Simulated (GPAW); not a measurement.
**GaH3 (SMILES [H][Ga]([H])[H]), run twice**

Aim: energy and one-electron properties of GaH3 at PBE/plane waves (scalar-relativistic datasets, plane-wave cutoff 450 eV).

The results are computed with GPAW 26.7.0.

2 further runs of the same task are left out: 2 that didn't finish. Runs told in other sessions of the task aren't counted.

**1. The system as given**

GaH3 has 4 atoms, charge 0, and is taken as a singlet. As SMILES, `[H][Ga]([H])[H]`. Geometry: a GFN2-xTB relaxation, a rough one for these elements and not checked as a minimum.

Bond lengths: Ga1–H2 1.567 Å, Ga1–H3 1.567 Å, Ga1–H4 1.566 Å. Angles: H2–Ga1–H3 120.0°, H2–Ga1–H4 120.0°, H3–Ga1–H4 120.0°.

**2. The input as first written**

The input, gah3.py:

```python
import numpy as np
from ase import Atoms
from ase.units import Debye
from gpaw import GPAW, PW

molecule = Atoms(["Ga", "H", "H", "H"],
    positions=[[ -0.000302,   0.000113,   0.002419],
               [  2.959481,  -0.055067,   0.025266],
               [ -1.432072,   2.590833,  -0.035187],
               [ -1.527107,  -2.535880,   0.007502]])
molecule.center(vacuum=4.5)

gpaw_calc = GPAW(mode={"name": "pw", "ecut": 450}, xc="PBE", maxiter=65, txt="-")
molecule.calc = gpaw_calc

energy = molecule.get_potential_energy()
print(f"Energy: {energy:.5f} eV")
forces = molecule.get_forces()
print("Forces (eV/Ang)")
for symbol, f in zip(molecule.symbols, forces):
    print(f'{symbol:2} {f[0]:9.4f} {f[1]:9.4f} {f[2]:9.4f}')
dipole = molecule.get_dipole_moment() / Debye
print(f"Dipole: {np.linalg.norm(dipole):.3f} D")
homo, lumo = gpaw_calc.get_homo_lumo()
print(f"HOMO: {homo:.3f} eV")
print(f"LUMO                    {lumo:.3f} eV")
print(f"Gap                     {lumo - homo:.3f} eV")
```

Command:

```console
$ python3 -u gah3.py | tee gah3.out
```

Output:

```text
[...]
  mode=PW(ecut=450),
[...]
Number of symmetries: 1
[...]
  Number of IBZ points: 1
[...]
Cutoff: 450.00000000000006 eV
Spin-components: 1 (collinear spins)
Bands:           7
[...]
  Valence electrons: 6.0
[...]
  Grid points: [70 70 45]
  Charge: 0.0  # |e|
[...]
    cutoffs:
[...]
occupation numbers:
  # Zero width
[...]
xc functional:
  name: PBE with 2 nearest neighbor stencil
[...]
|iter     |     time |      energy | eigst |  dens |
[...]
|iter:   1| 00:00:05 |   -5.287007 | -1.30 |       |
[...]
|iter:  12| 00:00:28 |   -4.448037c| -7.74c| -4.17c|
Converged in 12 steps
[...]
Energy contributions relative to reference atoms: (reference = -52922.142016)
Energy contributions:
  Kinetic:          -9.946713
  Coulomb:           6.320307
  Zero:             -0.003457
  External:          0.000000
  Xc:               -0.818175
  Entropy:           0.000000
  Spinorbit:         0.000000
  ----------------------------
  Free energy:      -4.448037
  Extrapolated:     -4.448037
dipole moment: (-0.004742, -0.000265, 0.001455)  # |e|*Ang
Fermi level: -5.746
Eigenvalues  # (at kpt = [0.000, 0.000, 0.000])
| band index |      eig [eV] | occ [0-2] |
|------------|---------------|-----------|
|          0 |       -10.103 |     2.000 |
|          1 |        -6.047 |     2.000 |
|          2 |        -6.047 |     2.000 |
|          3 |        -5.445 |     0.000 |
|          4 |        -3.317 |     0.000 |
|          5 |        -2.409 |     0.000 |
|          6 |        -2.408 |     0.000 |
Gap: 0.603 eV
Transition (v -> c):
[...]
Forces (eV/Ang)
Ga   -0.0008   -0.0004   -0.0043
H    -1.0155    0.0188   -0.0075
H     0.4917   -0.8891    0.0132
H     0.5245    0.8706   -0.0015
Dipole: 0.024 D
HOMO: -6.047 eV
LUMO                    -5.445 eV
Gap                     0.603 eV
```

Run time: 33 s. Hardware: 1 thread of Intel Xeon at 2.50GHz (Skylake/Cascade Lake), shared host; peak memory 0.47 GiB.

**3. Reading the log**

The run finished; that doesn't make the result usable.

The fault: numbers in bohr are read as ångström, which stretches the molecule by 1.89. As the program read them, the closest atoms are 2.96 Å apart, against 1.57 Å in the sound input.

**4. Second attempt**

The input, gah3_sp.py:

```python
import numpy as np
from ase import Atoms
from ase.units import Debye
from gpaw import GPAW, PW

# Set up the molecule
system = Atoms("GaHHH",
    positions=[[ -0.000160,   0.000060,   0.001280],
               [  1.566090,  -0.029140,   0.013370],
               [ -0.757820,   1.371010,  -0.018620],
               [ -0.808110,  -1.341930,   0.003970]])
system.center(vacuum=4.5)

# Calculator
calc = GPAW(mode=PW(450), xc="PBE", maxiter=100, txt="-")
system.calc = calc

energy = system.get_potential_energy()
print(f"Energy                  {energy:.5f} eV")
forces = system.get_forces()
print("Forces (eV/Ang)")
for symbol, f in zip(system.symbols, forces):
    print(f'{symbol:2} {f[0]:9.4f} {f[1]:9.4f} {f[2]:9.4f}')
dipole = system.get_dipole_moment() / Debye
print(f"Dipole = {np.linalg.norm(dipole):.3f} D")
homo, lumo = calc.get_homo_lumo()
print(f"HOMO = {homo:.3f} eV")
print(f"LUMO: {lumo:.3f} eV")
print(f"Gap = {lumo - homo:.3f} eV")
```

Command:

```console
$ python gah3_sp.py
```

Output:

```text
[...]
  mode=PW(ecut=450.00000000000006),
[...]
Number of symmetries: 1
[...]
  Number of IBZ points: 1
[...]
Cutoff: 450.00000000000006 eV
Spin-components: 1 (collinear spins)
Bands:           7
[...]
  Valence electrons: 6.0
[...]
  Grid points: [56 60 45]
  Charge: 0.0  # |e|
[...]
    cutoffs:
[...]
occupation numbers:
  # Zero width
[...]
xc functional:
  name: PBE with 2 nearest neighbor stencil
[...]
|iter     |     time |      energy | eigst |  dens |
[...]
|iter:   1| 00:00:04 |  -12.624053 | +0.34 |       |
[...]
|iter:   9| 00:00:16 |  -11.456980c| -7.52c| -4.69c|
Converged in 9 steps
[...]
Energy contributions relative to reference atoms: (reference = -52922.142016)
Energy contributions:
  Kinetic:          23.149152
  Coulomb:         -23.256959
  Zero:              0.039558
  External:          0.000000
  Xc:              -11.388731
  Entropy:           0.000000
  Spinorbit:         0.000000
  ----------------------------
  Free energy:     -11.456980
  Extrapolated:    -11.456980
dipole moment: (-0.000619, -0.000053, 0.001057)  # |e|*Ang
Fermi level: -4.803
Eigenvalues  # (at kpt = [0.000, 0.000, 0.000])
| band index |      eig [eV] | occ [0-2] |
|------------|---------------|-----------|
|          0 |       -11.230 |     2.000 |
|          1 |        -7.177 |     2.000 |
|          2 |        -7.176 |     2.000 |
|          3 |        -2.431 |     0.000 |
|          4 |        -0.457 |     0.000 |
|          5 |         0.311 |     0.000 |
|          6 |         0.600 |     0.000 |
Gap: 4.745 eV
Transition (v -> c):
[...]
Forces (eV/Ang)
Ga    0.0013    0.0005   -0.0078
H     0.4194   -0.0075    0.0065
H    -0.2031    0.3675   -0.0024
H    -0.2176   -0.3605    0.0038
Dipole = 0.006 D
HOMO = -7.176 eV
LUMO: -2.431 eV
Gap = 4.745 eV
```

Run time: 19 s. Hardware: 1 thread of Intel Xeon at 2.50GHz (Skylake/Cascade Lake), shared host; peak memory 0.36 GiB.

**5. Results**

At PBE/plane waves (scalar-relativistic datasets, plane-wave cutoff 450 eV):

| quantity | value |
| --- | --- |
| energy as printed (from the program's reference atoms) | -11.4570 eV |
| dipole moment | 0.01 D |
| HOMO energy (shifted to the vacuum level, unlike the log) | -7.39 eV |
| LUMO energy (shifted to the vacuum level, unlike the log) | -2.65 eV |
| HOMO–LUMO gap | 4.74 eV |
| largest force on an atom | 0.421 eV/Å |

The first attempt's energy was +7.009 eV off this one. The largest force is 0.42 eV/Å: the shape isn't a stationary point for this species at this level.
